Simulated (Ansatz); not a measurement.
# C₃H₈AlCl: how energies converge with the basis set

One table from this session's results is given with a row withheld; the runs are named, their logs left out.

Computed with Ansatz 0.2.0, Gaussian basis. Level: one geometry, several basis sets.

Levels to be run: PBE0-D4/def2-SVP; ωB97M-V/def2-SVP; PBE0-D4/def2-QZVPP; ωB97M-V/def2-QZVPP; the functionals' def2-TZVPP values are taken from earlier runs.

## Structure used throughout

The geometry comes from an earlier relaxation with PBE0-D4 in a triple-zeta def2 set; it is a stationary point, not always the lowest conformer.

SMILES `CC(Cl)[CH2][AlH2]`, 13 atoms, charge 0, spin multiplicity 1.

Atoms are counted from 1 here; the program's logs count them from 0.

Bond lengths: C1–C2 1.512 Å, C1–H6 1.096 Å, C1–H7 1.092 Å, C1–H8 1.090 Å, C2–Cl3 1.820 Å, C2–C4 1.507 Å, C2–H9 1.091 Å, C4–Al5 1.966 Å, C4–H10 1.098 Å, C4–H11 1.097 Å, Al5–H12 1.587 Å, Al5–H13 1.590 Å. Angles: C2–C1–H6 109.7°, C2–C1–H7 110.5°, C2–C1–H8 111.4°, H6–C1–H7 108.7°, H6–C1–H8 108.0°, H7–C1–H8 108.4°, C1–C2–Cl3 108.2°, C1–C2–C4 113.4°, C1–C2–H9 110.0°, Cl3–C2–C4 110.7°, Cl3–C2–H9 103.3°, C4–C2–H9 110.8°, C2–C4–Al5 115.6°, C2–C4–H10 110.2°, C2–C4–H11 110.0°, Al5–C4–H10 106.8°, Al5–C4–H11 108.6°, H10–C4–H11 105.1° and more.

Set-up of the first run:

Input file in.yaml:

```yaml
crystal:
  periodic: [false, false, false]
  atoms:
    - {symbol: C, position_ang: [-1.435862, -0.580520, 0.267760]}
    - {symbol: C, position_ang: [0.037155, -0.880913, 0.429952]}
    - {symbol: Cl, position_ang: [0.281582, -2.668640, 0.191299]}
    - {symbol: C, position_ang: [0.916306, -0.093858, -0.507298]}
    - {symbol: Al, position_ang: [0.893406, 1.855934, -0.255216]}
    - {symbol: H, position_ang: [-1.628441, 0.470157, 0.512224]}
    - {symbol: H, position_ang: [-1.753520, -0.764242, -0.761148]}
    - {symbol: H, position_ang: [-2.043332, -1.196638, 0.930660]}
    - {symbol: H, position_ang: [0.337359, -0.723373, 1.467412]}
    - {symbol: H, position_ang: [1.961560, -0.413799, -0.406155]}
    - {symbol: H, position_ang: [0.648005, -0.316038, -1.547815]}
    - {symbol: H, position_ang: [1.557131, 2.784473, -1.357744]}
    - {symbol: H, position_ang: [0.249052, 2.492759, 1.050972]}
basis:
  gaussian: {orbitals: def2-SVP}
hamiltonian: {xc: pbe0, dispersion: d4}
output: {orbitals: {seedname: orbitals}}
```

Launch:

```sh
$ ansatz run in.yaml --threads 4 --pin off --events-out ev --progress --plain --max-ram 10444MiB
```

Among the steps run: PBE0-D4 in def2-SVP; ωB97M-V in def2-SVP; PBE0-D4 in def2-QZVPP; ωB97M-V in def2-QZVPP.

One of the session's tables, all rows but one given; the rest of the session is left out.

It belongs to the step «Density functionals: the series». 

```
functional       basis  HOMO (eV)  LUMO (eV)
   PBE0-D4    def2-SVP      -7.66      -1.57
   PBE0-D4  def2-TZVPP      -7.77      -1.61
   PBE0-D4  def2-QZVPP          ?          ?
   ωB97M-V    def2-SVP      -9.84       0.11
   ωB97M-V  def2-TZVPP      -9.97      -0.03
   ωB97M-V  def2-QZVPP     -10.00      -0.20
```

Estimate the missing values for PBE0-D4, def2-QZVPP.

**Answer.** HOMO (eV): -7.80; LUMO (eV): -1.64. In the column «HOMO (eV)» it lies between ωB97M-V, def2-SVP (-9.84) and PBE0-D4, def2-TZVPP (-7.77).
